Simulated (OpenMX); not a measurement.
Sheet: Mn, a sheet with vacuum.

```
CELL_PARAMETERS angstrom
2.61432 0.00000 0.00000
0.00000 2.61432 0.00000
0.00000 0.00000 23.80000
ATOMIC_POSITIONS crystal
Mn 0.00000 0.00000 0.29412
```

The cell was built by a generator and needn't be a form met in nature.

Alike in all runs: program OpenMX 3.8.5; functional PBE; potentials or basis OpenMX 2013 PBE set, Mn6.0-s3p2d2, grid cutoff 400 Ry; k mesh 11 × 11 × 1; occupations fermi-dirac, width 0.05 eV.

The same cell was started in several ways:

| start | free energy over the lowest (meV/atom) | net moment (μB) | site or absolute moments (μB) | gap |
| --- | --- | --- | --- | --- |
| collinear spin, ferromagnetic start of up to 5.5 μB | 0.0 | 4.19 | Mn +4.19 | none (metal or under the smearing width) |
| collinear spin, ferromagnetic start of up to 4 μB | 0.0 | 4.19 | Mn +4.19 | none (metal or under the smearing width) |
| collinear spin, zero start | 1417.0 | 0.00 | - | none (metal or under the smearing width) |

The spin-polarised runs without a constraint all converged, yet they end up to 1417 meV/atom apart: a converged run can sit in a state that isn't the lowest. A still lower state may exist.

Caveats: no basis functions reach into the vacuum, so the work function isn't listed; the basis of atomic orbitals isn't converged, which shifts pressures, moduli and gaps.
